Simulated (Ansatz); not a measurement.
**TiHO+ (singlet): wave-function methods side by side, def2-SVP**

The task here is to estimate one member of a computed series from the others.

Program: Ansatz 0.2.0, Gaussian basis. Level of theory: def2-SVP, core rule «outside noble gas», up to 10 orbitals frozen. These are calculated values, not measurements.

To be run: UHF; CCSD(T) on RHF; CCSD(T) on UHF; CISD; CCSDT(Q) on RHF; CCSDT(Q) on UHF.

19 further runs of the same task are left out: 3 for a known fault of the program, 8 that didn't finish, 8 set aside as unsound or not needed. Runs told in other sessions of the task aren't counted.

## The geometry

The geometry is a PBE0/def2-TZVP stationary point (not a proven minimum) of the parent state, kept for this charge and spin.

3 atoms, charge 1, spin multiplicity 1.

Atoms are counted from 1 here; the program's logs count them from 0.

Bond lengths: Ti1–O2 1.607 Å, Ti1–H3 1.793 Å. Angles: O2–Ti1–H3 119.4°.

Coordinates:

```xyz
3

Ti    0.0000   -0.0751    0.3759
O     0.0000    0.1391   -1.2164
H     0.0000    1.3560    1.4562
```

The first run:

in.yaml

```yaml
crystal:
  periodic: [false, false, false]
  atoms:
    - {symbol: Ti, position_ang: [0.000000, -0.075060, 0.375924]}
    - {symbol: O, position_ang: [0.000000, 0.139135, -1.216428]}
    - {symbol: H, position_ang: [0.000000, 1.356032, 1.456176]}
basis:
  gaussian: {orbitals: def2-SVP}
total_charge: 1
magnetization: {spin_polarized: true, initial_magnetization: 0}
hamiltonian: {xc: hf}
output: {orbitals: {seedname: orbitals}}
```

Run with:

```sh
> ansatz run in.yaml --threads 1 --pin off --events-out ev --progress --plain --max-ram 2393MiB
```

Among the steps run: UHF; CCSD(T) on RHF; CCSD(T) on UHF; CISD; CCSDT(Q) on RHF; CCSDT(Q) on UHF.

One table of the session follows, with a row left open; its other results are not shown here.

It belongs to the step «Misses and costs». 

```
   method  from RCCSDT(Q) (kcal/mol)
      RHF                    +235.28
      UHF                    +222.07
     RMP2                          ?
     UMP2                     +68.67
    RCCSD                     +23.18
    UCCSD                     +20.16
 RCCSD(T)                      +1.80
 UCCSD(T)                      +6.57
   RCCSDT                      +1.33
   UCCSDT                      +0.09
RCCSDT(Q)                          0
UCCSDT(Q)                      -5.02
```

Estimate the missing values for RMP2.

As computed: from RCCSDT(Q) (kcal/mol): -3.19. In the column «from RCCSDT(Q) (kcal/mol)» it lies between UCCSDT(Q) (-5.02) and RCCSDT(Q) (0).

Not comparable, so not listed: CISD (they don't share determinant, frozen orbitals or solution with the rows shown, or repeat one).

The program flags UCCSD(T), UCCSDT(Q) as in doubt (see the logs), so read those rows with care; the flags are large difference.

Caveats from the session: The determinant of HF (⟨S²⟩ 0.79) is far from a pure spin state, so its energy mixes those of several spin states; that is harmless only where they are near-degenerate. The determinant of CCSD(T) (⟨S²⟩ 0.79) is far from a pure spin state, so its energy mixes those of several spin states; high orders of coupled cluster remove much of that, low ones don't. The determinant of CCSDT(Q) (⟨S²⟩ 0.79) is far from a pure spin state, so its energy mixes those of several spin states; high orders of coupled cluster remove much of that, low ones don't. The program flags UCCSD(T), UCCSDT(Q) as in doubt, so read those rows with care; the flags are large difference. Warnings: restricted reference is unstable; spin contamination; large T1 diagnostic. Restricted and unrestricted rows rest on different reference determinants; a gap between their highest levels can come from leftover correlation error, from unlike frozen cores or from another state.
